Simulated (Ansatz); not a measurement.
# Cl3In: the cost of one run

Method: the levels named in each step, in Ansatz 0.2.0.

## 1. The system as given

Bond lengths: Cl1–In2 2.296 Å, In2–Cl3 2.296 Å, In2–Cl4 2.296 Å. Angles: Cl1–In2–Cl3 120.0°, Cl1–In2–Cl4 120.0°, Cl3–In2–Cl4 120.0°.

Coordinates:

```xyz
4

Cl   -0.7070    2.1843    0.0201
In   -0.0004    0.0000    0.0000
Cl   -1.5382   -1.7043   -0.0274
Cl    2.2453   -0.4800    0.0072
```

## 2. A rough first relaxation, PBE-D4/def2-SVP

Contents of input.yaml:

```yaml
crystal:
  periodic: [false, false, false]
  atoms:
    - { symbol: Cl, position_ang: [-0.70703, 2.18435, 0.02012] }
    - { symbol: In, position_ang: [-0.00043, 3.0e-05, 1.0e-05] }
    - { symbol: Cl, position_ang: [-1.53824, -1.70434, -0.02736] }
    - { symbol: Cl, position_ang: [2.24527, -0.48001, 0.0072] }
magnetization:
  spin_polarized: true
  initial_magnetization: 1
total_charge: 1
basis:
  gaussian: { orbitals: def2-SVP }
hamiltonian:
  xc: pbe
  dispersion: d4
relax:
  f_tol: 0.03
  max_steps: 200
```

Started as:

```
ansatz run input.yaml --threads 4 --pin off --max-ram 10240MiB --backend cpu --events-out ev --progress --plain --runs-dir out
```

What time and memory should one allow on 4 threads of Intel Xeon at 2.50GHz (Skylake/Cascade Lake), shared host?

About 34 s, with a peak of 0.21 GiB.
